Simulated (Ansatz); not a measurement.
# [(RSn)12O14(OH)6]2+, R = Cl (Cl₁₂H₆O₂₀Sn₁₂ (+2)): the relaxed shape and its frontier levels

What does [(RSn)12O14(OH)6]2+, R = Cl (Cl₁₂H₆O₂₀Sn₁₂ (+2)) look like as a singlet, and where do its frontier electrons sit?

The runs use Ansatz 0.2.0, Gaussian basis; RKS PBE0-D4/def2-SVP.

Levels to be run: relaxation at r2SCAN-D4/def2-SVP; a single point at PBE0-D4/def2-SVP.

2 further runs of the same task are left out: 1 that didn't finish, 1 set aside as unsound or not needed.

**1. The starting structure**

50 atoms, charge 2, spin multiplicity 1.

Atoms are counted from 1 here; the program's logs count them from 0.

Bond lengths: Sn1–O13 2.038 Å, Sn1–O14 2.081 Å, Sn1–O15 2.081 Å, Sn1–O27 2.104 Å, Sn1–O28 2.108 Å, Sn1–Cl33 2.269 Å, Sn2–O13 2.038 Å, Sn2–O16 2.080 Å, Sn2–O17 2.080 Å, Sn2–O27 2.107 Å, Sn2–O29 2.106 Å, Sn2–Cl34 2.269 Å, Sn3–O13 2.039 Å, Sn3–O18 2.080 Å, Sn3–O19 2.082 Å, Sn3–O28 2.108 Å, Sn3–O29 2.105 Å, Sn3–Cl35 2.270 Å and more. Angles: O13–Sn1–O14 89.7°, O13–Sn1–O15 89.7°, O13–Sn1–O27 80.9°, O13–Sn1–O28 80.9°, O13–Sn1–Cl33 173.5°, O14–Sn1–O15 81.9°, O14–Sn1–O27 169.2°, O14–Sn1–O28 92.8°, O14–Sn1–Cl33 95.2°, O15–Sn1–O27 92.5°, O15–Sn1–O28 169.3°, O15–Sn1–Cl33 95.2°, O27–Sn1–O28 91.0°, O27–Sn1–Cl33 94.6°, O28–Sn1–Cl33 94.6°, O13–Sn2–O16 89.9°, O13–Sn2–O17 89.8°, O13–Sn2–O27 80.8° and more.

Sn takes a core potential in the def2 sets. No spin-orbit coupling is included. The ion is computed in the gas phase, without counter-ions or solvent.

The start is a GFN1-xTB geometry.

**2. Relaxation at r2SCAN-D4/def2-SVP**

The input, in.yaml:

```yaml
crystal:
  periodic: [false, false, false]
  atoms:
    - {symbol: Sn, position_ang: [0.200440, 1.771070, 2.747430]}
    - {symbol: Sn, position_ang: [1.773520, 2.745680, 0.202800]}
    - {symbol: Sn, position_ang: [2.748690, 0.200360, 1.774970]}
    - {symbol: Sn, position_ang: [0.252410, 1.896580, -2.408620]}
    - {symbol: Sn, position_ang: [1.897740, -2.403710, 0.247330]}
    - {symbol: Sn, position_ang: [-2.407630, 0.250020, 1.887580]}
    - {symbol: Sn, position_ang: [-0.250840, -1.893770, 2.398300]}
    - {symbol: Sn, position_ang: [-1.894800, 2.409780, -0.253520]}
    - {symbol: Sn, position_ang: [2.411760, -0.247780, -1.897880]}
    - {symbol: Sn, position_ang: [-0.196880, -1.767170, -2.749970]}
    - {symbol: Sn, position_ang: [-1.772850, -2.743920, -0.208440]}
    - {symbol: Sn, position_ang: [-2.745260, -0.196110, -1.777210]}
    - {symbol: O, position_ang: [1.041120, 1.039000, 1.041550]}
    - {symbol: O, position_ang: [-0.722000, -0.066090, 3.070140]}
    - {symbol: O, position_ang: [-1.562040, 2.142760, 1.705040]}
    - {symbol: O, position_ang: [-0.061500, 3.074400, -0.718690]}
    - {symbol: O, position_ang: [2.147230, 1.710990, -1.562740]}
    - {symbol: O, position_ang: [1.711170, -1.564210, 2.145440]}
    - {symbol: O, position_ang: [3.076020, -0.717690, -0.064880]}
    - {symbol: O, position_ang: [-1.708450, 1.568530, -2.146970]}
    - {symbol: O, position_ang: [0.725130, 0.066450, -3.075580]}
    - {symbol: O, position_ang: [0.064610, -3.070560, 0.711880]}
    - {symbol: O, position_ang: [1.564870, -2.142510, -1.711900]}
    - {symbol: O, position_ang: [-2.149600, -1.709720, 1.556940]}
    - {symbol: O, position_ang: [-3.080450, 0.722580, 0.058740]}
    - {symbol: O, position_ang: [-1.037480, -1.035000, -1.044920]}
    - {symbol: O, position_ang: [1.102140, 3.533890, 2.037300]}
    - {symbol: O, position_ang: [2.037190, 1.106430, 3.539980]}
    - {symbol: O, position_ang: [3.537690, 2.033880, 1.107170]}
    - {symbol: O, position_ang: [-1.109670, -3.532800, -2.044700]}
    - {symbol: O, position_ang: [-2.016660, -1.075040, -3.541520]}
    - {symbol: O, position_ang: [-3.539290, -2.041830, -1.123000]}
    - {symbol: Cl, position_ang: [-0.509490, 2.700100, 4.692070]}
    - {symbol: Cl, position_ang: [2.705090, 4.694080, -0.493220]}
    - {symbol: Cl, position_ang: [4.691690, -0.504530, 2.713200]}
    - {symbol: Cl, position_ang: [0.482320, 3.325820, -4.111110]}
    - {symbol: Cl, position_ang: [3.314570, -4.116730, 0.468480]}
    - {symbol: Cl, position_ang: [-4.119460, 0.473790, 3.306480]}
    - {symbol: Cl, position_ang: [-0.474330, -3.315250, 4.106910]}
    - {symbol: Cl, position_ang: [-3.315520, 4.119190, -0.478150]}
    - {symbol: Cl, position_ang: [4.118870, -0.475770, -3.322230]}
    - {symbol: Cl, position_ang: [0.503550, -2.704670, -4.693660]}
    - {symbol: Cl, position_ang: [-2.703910, -4.690160, 0.496530]}
    - {symbol: Cl, position_ang: [-4.692600, 0.498740, -2.713750]}
    - {symbol: H, position_ang: [0.947400, 4.437220, 2.288230]}
    - {symbol: H, position_ang: [2.258810, 0.911360, 4.443410]}
    - {symbol: H, position_ang: [4.441970, 2.278040, 0.946830]}
    - {symbol: H, position_ang: [-0.915720, -4.436610, -2.265850]}
    - {symbol: H, position_ang: [-2.336390, -1.043180, -4.435720]}
    - {symbol: H, position_ang: [-4.433220, -2.215920, -0.850490]}
basis:
  gaussian: {orbitals: def2-SVP, fitting: {mean_field: def2-universal-jkfit}}
total_charge: 2
hamiltonian: {xc: r2scan, dispersion: d4}
scf: {lower_state_search: "off"}
output: {orbitals: {seedname: orbitals}}
relax: {f_tol: 0.03, max_steps: 70}
```

Command:

```console
$ ansatz run in.yaml --threads 11 --pin off --events-out ev --progress --plain --max-ram 174080MiB --backend cuda --devices 0, --max-vram 75GiB
```

After this run come: Single point, PBE0-D4/def2-SVP.

Q: Predict the results of all the runs planned. Wanted: point group; commonest bond, hydrogen aside; HOMO, LUMO at PBE0-D4/def2-SVP.

The runs gave:

```
                      quantity                            value
                   point group                              D3d
commonest bond, hydrogen aside  O–Sn, 54 of mean length 2.096 Å
HOMO, LUMO at PBE0-D4/def2-SVP                 -14.32, -9.59 eV
```

In words: The molecule keeps its bonding pattern by the stored test; the atoms moved 0.17 Å (rms). No usable vibrations, so a minimum isn't proven. Whether this spin is the lowest isn't tested here.
